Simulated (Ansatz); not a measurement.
# CH₂BNO₂: how energies converge with the basis set

An exercise on one series of results from a longer session: the logs are not shown, and one member is left open.

The runs use Ansatz 0.2.0, Gaussian basis; one geometry, several basis sets.

Plan: PBE0-D4/def2-SVP; ωB97M-V/def2-SVP; PBE0-D4/def2-QZVPP; ωB97M-V/def2-QZVPP; the functionals' def2-TZVPP values are taken from earlier runs.

## The relaxed structure

An earlier PBE0-D4 in a triple-zeta def2 set relaxation fixed the geometry.

SMILES `OB1N=CO1`, 7 atoms, charge 0, spin multiplicity 1.

Atoms are counted from 1 here; the program's logs count them from 0.

Bond lengths: O1–B2 1.327 Å, O1–H6 0.962 Å, B2–N3 1.495 Å, B2–O5 1.436 Å, N3–C4 1.276 Å, C4–O5 1.388 Å, C4–H7 1.090 Å. Angles: B2–O1–H6 113.1°, O1–B2–N3 137.7°, O1–B2–O5 127.1°, N3–B2–O5 95.3°, B2–N3–C4 78.7°, N3–C4–O5 108.7°, N3–C4–H7 132.1°, O5–C4–H7 119.2°, B2–O5–C4 77.3°.

Set-up of the first run:

File in.yaml:

```yaml
crystal:
  periodic: [false, false, false]
  atoms:
    - {symbol: O, position_ang: [-1.273600, 0.822859, 1.003754]}
    - {symbol: B, position_ang: [-0.357893, 0.186646, 0.284009]}
    - {symbol: N, position_ang: [0.761129, 0.540001, -0.641566]}
    - {symbol: C, position_ang: [0.827826, -0.733899, -0.643990]}
    - {symbol: O, position_ang: [-0.166844, -1.232733, 0.186139]}
    - {symbol: H, position_ang: [-1.220953, 1.779641, 0.921820]}
    - {symbol: H, position_ang: [1.491636, -1.430516, -1.155866]}
basis:
  gaussian: {orbitals: def2-SVP}
hamiltonian: {xc: pbe0, dispersion: d4}
output: {orbitals: {seedname: orbitals}}
```

On the command line:

```bash
> ansatz run in.yaml --threads 2 --pin off --events-out ev --progress --plain --max-ram 4352MiB
```

Among the steps run: PBE0-D4 in def2-SVP; ωB97M-V in def2-SVP; PBE0-D4 in def2-QZVPP; ωB97M-V in def2-QZVPP.

One of the session's tables, all rows but one given; the rest of the session is left out.

It belongs to the step «Density functionals: the series». 

```
functional       basis  HOMO (eV)
   PBE0-D4    def2-SVP      -8.06
   PBE0-D4  def2-TZVPP      -8.26
   PBE0-D4  def2-QZVPP      -8.30
   ωB97M-V    def2-SVP          ?
   ωB97M-V  def2-TZVPP     -10.60
   ωB97M-V  def2-QZVPP     -10.65
```

Q: Estimate the row for ωB97M-V, def2-SVP from the others.

**Answer.** HOMO (eV): -10.37. In the column «HOMO (eV)» it lies between ωB97M-V, def2-TZVPP (-10.60) and PBE0-D4, def2-QZVPP (-8.30).
